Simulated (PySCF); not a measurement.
# BCl3: the cost of one run

The runs use PySCF 2.14.0, with density-fitted response routines of our own; the level of theory stands in each step. All values are computed, except where a source is named. Atoms are numbered from 0 throughout.

### Step 1. Starting geometry

4 atoms, charge 0, multiplicity 1; geometry from: GFN2-xTB. The atoms were then displaced at random by about 0.01 Å, so the start is not that level's minimum.

Bonds of the start (Å): Cl0–B1 1.73, B1–Cl2 1.73, B1–Cl3 1.76.

### Step 2. Geometry optimisation at PBE0-D3(BJ)/def2-TZVP

The job: settings as JSON, then the geometry in Å.

```
{"job": {"xc": "PBE0", "basis": "def2-TZVP", "d3": "d3bj", "grid": 2, "shake": 0.01, "kind": "geom"}, "charge": 0, "multiplicity": 1}
Cl    -0.839750    -1.516280    -0.001470
B     -0.003040    -0.003590    -0.007830
Cl    -0.878310     1.492210    -0.009880
Cl     1.759090     0.002280    -0.013830
```

Started as:

```sh
OMP_NUM_THREADS=2 python probes_run.py task.json out
```

The driver reads the jobs from task.json and runs them one after another.

**Question.** How long does this first job take on 2 threads of Intel Xeon at 2.50GHz, shared host, and how much memory does it need?

About 88 s, with a peak of 0.59 GiB.
